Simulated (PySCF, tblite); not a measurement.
**C4H5BO3: infrared bands and NMR shifts**

Aim: predict the infrared bands and NMR shifts of C4H5BO3 (`OB(O)c1ccco1`).

Programs: tblite 0.8.0 and PySCF 2.14.0, with density-fitted response routines of our own. Each step states its level of theory. These are calculated values for one molecule in the gas phase, unless marked as measured. Atoms are numbered from 0 throughout.

### 1 The starting structure

13 atoms, charge 0, multiplicity 1; geometry from: GFN2-xTB.

Bonds of the start (Å): O0–B1 1.36, B1–O2 1.35, B1–C3 1.56, C3–C4 1.37, C4–C5 1.41, C5–C6 1.36, C6–O7 1.34, O7–C3 1.36, O0–H8 0.96, O2–H9 0.96, C4–H10 1.07, C5–H11 1.07, C6–H12 1.07.

### 2 Harmonic vibrations with GFN2-xTB

The job: settings as JSON, then the geometry in Å.

```
{"job": {"kind": "ir", "xc": "GFN2-xTB", "basis": "xTB"}, "charge": 0, "multiplicity": 1}
O      2.373762     0.204181    -1.125669
B      1.660027    -0.051327     0.004724
O      2.315034    -0.353885     1.144170
C      0.097694    -0.006511     0.023575
C     -0.821753    -0.221380     1.019528
C     -2.100634    -0.046702     0.448911
C     -1.881178     0.264589    -0.858281
O     -0.570244     0.292343    -1.128219
H      1.848586     0.413219    -1.897141
H      3.268249    -0.361391     1.045067
H     -0.591865    -0.473418     2.033871
H     -3.048786    -0.139407     0.937918
H     -2.553280     0.480177    -1.666183
```

**Question.** This job is followed by: GIAO PBE0/pcSseg-1 NMR shielding, non-relativistic, gas phase. What will the session give for the following? strongest single infrared mode (GFN2-xTB); zero-point energy (GFN2-xTB); ¹³C shifts against TMS (PBE0/pcSseg-1); ¹H shifts against TMS (PBE0/pcSseg-1, means over atoms taken as alike); ¹⁷O shifts against H2O (PBE0/pcSseg-1, means over atoms taken as alike); ¹¹B shifts against BF3·OEt2 (PBE0/pcSseg-1).

As calculated:

| quantity | value |
| --- | --- |
| strongest single infrared mode (GFN2-xTB) | 1262 cm⁻¹, 547 km/mol |
| zero-point energy (GFN2-xTB) | 57.2 kcal/mol |
| ¹³C shifts against TMS (PBE0/pcSseg-1) | 158.5, 151.7, 130.3, 117.7 ppm |
| ¹H shifts against TMS (PBE0/pcSseg-1, means over atoms taken as alike) | 7.66, 7.49, 6.77, 4.52 ppm |
| ¹⁷O shifts against H2O (PBE0/pcSseg-1, means over atoms taken as alike) | 310.5, 107.6 ppm |
| ¹¹B shifts against BF3·OEt2 (PBE0/pcSseg-1) | 22.0 ppm |

What this shows: No mode is imaginary among the 33: a minimum at this level. The strongest single mode, at 1262 cm⁻¹, moves mainly B1. Unscaled tight-binding wavenumbers are off by several per cent, some by more. Its intensities can rank the bands wrongly. At PBE0/pcSseg-1: Shielding is most anisotropic at O7 (span 383 ppm, paramagnetic term -374 ppm). NICS(1)zz of -28 ppm above the planar ring from C3 marks a diatropic (aromatic) ring current.
